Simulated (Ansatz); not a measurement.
**Ge4H8: a ladder of functionals and wavefunction methods**

Aim: compute Ge4H8 with functionals from several rungs and with coupled cluster, and see how far each lands from CCSD(T) at the basis-set limit for the atomisation energy.

Method: functionals in def2-TZVPP, the program's frozen cores in correlated methods; program: Ansatz 0.2.0, Gaussian basis.

The runs, in order: LDA (SPW92), PBE-D4, revPBE-D4, BLYP-D4, r2SCAN-D4, B97M-V, PBE0-D4, B3LYP-D4, r2SCANh-D4, r2SCAN0-D4, HSE06-D4, BHLYP-D4, CAM-B3LYP-D4, LC-ωPBE, ωB97X-V, ωB97M-V, B2PLYP, PBE-QIDH; CCSD(T)/def2-SVP; CCSD(T)/def2-TZVPP; MP2/def2-QZVPP; extrapolation to the limit; RPA on PBE.

### 1 Structure used throughout

All runs share one geometry, relaxed beforehand with PBE0-D4 in a triple-zeta def2 set.

SMILES `[GeH2]1[GeH2][GeH2][GeH2]1`, 12 atoms, charge 0, spin multiplicity 1.

Atoms are counted from 1 here; the program's logs count them from 0.

Bond lengths: Ge1–Ge2 2.454 Å, Ge1–Ge4 2.454 Å, Ge1–H5 1.539 Å, Ge1–H6 1.539 Å, Ge2–Ge3 2.454 Å, Ge2–H7 1.539 Å, Ge2–H8 1.539 Å, Ge3–Ge4 2.454 Å, Ge3–H9 1.539 Å, Ge3–H10 1.539 Å, Ge4–H11 1.539 Å, Ge4–H12 1.539 Å. Angles: Ge2–Ge1–Ge4 90.0°, Ge2–Ge1–H5 114.4°, Ge2–Ge1–H6 114.4°, Ge4–Ge1–H5 114.4°, Ge4–Ge1–H6 114.4°, H5–Ge1–H6 108.4°, Ge1–Ge2–Ge3 90.0°, Ge1–Ge2–H7 114.4°, Ge1–Ge2–H8 114.5°, Ge3–Ge2–H7 114.4°, Ge3–Ge2–H8 114.4°, H7–Ge2–H8 108.4°, Ge2–Ge3–Ge4 90.0°, Ge2–Ge3–H9 114.4°, Ge2–Ge3–H10 114.4°, Ge4–Ge3–H9 114.4°, Ge4–Ge3–H10 114.4°, H9–Ge3–H10 108.4° and more.

As a file:

```mol
Ge4H8
  3D, bonds by distance, orders not assigned

 12 12  0  0  0  0  0  0  0  0999 V2000
   -1.3452    0.5894   -0.9239 Ge  0  0
    1.0789    0.9684   -0.9532 Ge  0  0
    1.3453   -0.5899    0.9234 Ge  0  0
   -1.0790   -0.9681    0.9534 Ge  0  0
   -1.9055   -0.0500   -2.2074 H   0  0
   -2.1809    1.8408   -0.5991 H   0  0
    1.5001    2.4162   -0.6426 H   0  0
    1.7774    0.5266   -2.2520 H   0  0
    1.9062    0.0488    2.2069 H   0  0
    2.1806   -1.8415    0.5979 H   0  0
   -1.5013   -2.4160    0.6444 H   0  0
   -1.7766   -0.5246    2.2521 H   0  0
  1  2  8  0
  2  3  8  0
  3  4  8  0
  1  5  8  0
  1  6  8  0
  2  7  8  0
  2  8  8  0
  3  9  8  0
  3 10  8  0
  4 11  8  0
  4 12  8  0
  1  4  8  0
M  END
```

### 2 LDA

This LDA is Slater exchange with PW92 correlation.

Contents of in.yaml:

```yaml
crystal:
  periodic: [false, false, false]
  atoms:
    - {symbol: Ge, position_ang: [-1.345206, 0.589353, -0.923934]}
    - {symbol: Ge, position_ang: [1.078938, 0.968411, -0.953165]}
    - {symbol: Ge, position_ang: [1.345295, -0.589948, 0.923423]}
    - {symbol: Ge, position_ang: [-1.078974, -0.968148, 0.953384]}
    - {symbol: H, position_ang: [-1.905542, -0.050008, -2.207380]}
    - {symbol: H, position_ang: [-2.180941, 1.840767, -0.599063]}
    - {symbol: H, position_ang: [1.500144, 2.416230, -0.642624]}
    - {symbol: H, position_ang: [1.777390, 0.526604, -2.251990]}
    - {symbol: H, position_ang: [1.906150, 0.048843, 2.206930]}
    - {symbol: H, position_ang: [2.180580, -1.841497, 0.597932]}
    - {symbol: H, position_ang: [-1.501252, -2.415978, 0.644404]}
    - {symbol: H, position_ang: [-1.776581, -0.524629, 2.252093]}
basis:
  gaussian: {orbitals: def2-TZVPP}
hamiltonian: {xc: lda}
output: {orbitals: {seedname: orbitals}}
```

Further steps of the session: PBE-D4 (GGA); revPBE-D4 (GGA); BLYP-D4 (GGA); r2SCAN-D4 (meta-GGA); B97M-V (meta-GGA); PBE0-D4 (hybrid); B3LYP-D4 (hybrid); r2SCANh-D4 (hybrid); r2SCAN0-D4 (hybrid); HSE06-D4 (hybrid); BHLYP-D4 (hybrid); CAM-B3LYP-D4 (range-separated); LC-ωPBE-D4 (range-separated); ωB97X-V (range-separated); ωB97M-V (range-separated); B2PLYP (double hybrid); PBE-QIDH (double hybrid); CCSD(T) in def2-SVP; CCSD(T) in def2-TZVPP; MP2 in def2-QZVPP; RPA on PBE orbitals.

**Question.** What will the summary of the whole plan be? Wanted: atomisation energy, CCSD(T)/CBS; farthest beyond LDA; mean size of error, GGA; mean size of error, meta-GGA; mean size of error, hybrid; mean size of error, range-separated; mean size of error, double hybrid; gap, smallest and largest; T1 diagnostic.

As calculated:

| quantity | value |
| --- | --- |
| atomisation energy, CCSD(T)/CBS | 3174.1 kJ/mol |
| functionals within 31.7 kJ/mol (1.0 %) | r2SCAN-D4, B97M-V, r2SCANh-D4, ωB97X-V |
| farthest beyond LDA | revPBE-D4 (-136.9 kJ/mol) |
| mean size of error, GGA | 107.8 kJ/mol |
| mean size of error, meta-GGA | 18.1 kJ/mol |
| mean size of error, hybrid | 57.0 kJ/mol |
| mean size of error, range-separated | 55.0 kJ/mol |
| mean size of error, double hybrid | 72.2 kJ/mol |
| gap, smallest and largest | 4.85 eV (BLYP-D4), 10.97 eV (LC-ωPBE) |
| T1 diagnostic | 0.0117 |
| triples share of the correlation energy | 3.7 % |

LDA overbinds by 382.2 kJ/mol (12 %). PBE-D4 is off by -69.1 kJ/mol. Double hybrids carry the basis error of their MP2 part in triple zeta, and no dispersion term here, so their miss is partly the set-up's. Taken by rung, meta-GGA functionals do best (18.1 kJ/mol on average) and GGA ones worst beyond LDA (107.8 kJ/mol). The reference freezes the cores and leaves out relativity and excitations past (T), and its outer-core shells are covered unevenly, so misses under about 31.7 kJ/mol can't be ranked. Hartree-Fock recovers 71 % of the binding; the rest is correlation. CCSD(T) in def2-SVP is off by -241.0 kJ/mol, worse than the median functional, from the basis alone. The gap grows from 4.8 to 11.0 eV across the functionals, mostly with the share of exact exchange. Correlated methods include outer-core shells of Ge, which these sets cover unevenly.
